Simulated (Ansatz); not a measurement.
Nb3Au:

```
Au Nb
1.0
     1.73914   -2.20603    0.00000
     1.73914    2.20603    0.00000
     0.00000    0.00000    9.35246
Au Nb
1 3
Cartesian
  0.0000 0.0000 0.0000
  1.7391 0.0000 2.3204
  0.0000 0.0000 4.6762
  1.7391 0.0000 7.0321
```

The cell comes from a database or a generator and needn't be the stable form of this composition.

```yaml
Program: Ansatz 0.2.0
Task: single point
Functional: PBEsol
Potentials_or_basis: all-electron LAPW, scalar-relativistic
Cutoff: 264 eV (chosen from the basis error)
Basis_error_allowed: 0.001 eV/atom
k_mesh: 10 × 10 × 3
Occupations: fermi-dirac, width 0.05 eV
Spin: no spin polarisation
```

On this cell: pressure -6.7 GPa; largest force 0.072 eV/Å; band gap on the k mesh none (metal or under the smearing width).

The same run follows on a disturbed copy (atoms moved at random, drawn with an rms of 0.05 Å):

```xyz
4
Lattice="1.7391 -2.2060 0.0000 1.7391 2.2060 0.0000 0.0000 0.0000 9.3525" Properties=species:S:1:pos:R:3 pbc="T T T"
Au    0.0022    0.0280   -0.0146
Nb    1.7233   -0.0533    2.3512
Nb   -0.0086   -0.0036    4.6613
Nb    1.7253    0.0016    7.1008
```

**Question.** What does the disturbed cell give?

**Answer.** The energy (extrapolated to zero smearing) moves by +10.7 meV/atom; pressure -6.4 GPa; largest force 0.728 eV/Å; band gap on the k mesh none (metal or under the smearing width).

Forces on the atoms (eV/Å):
```
Au  -0.071 -0.037  0.462
Nb   0.047  0.114 -0.246
Nb  -0.028 -0.080  0.510
Nb   0.053  0.003 -0.726
```

Stress tensor (GPa, compression positive):
```
-5.78 -0.01 -0.06
-0.01 -6.58 -0.35
-0.06 -0.35 -6.85
```
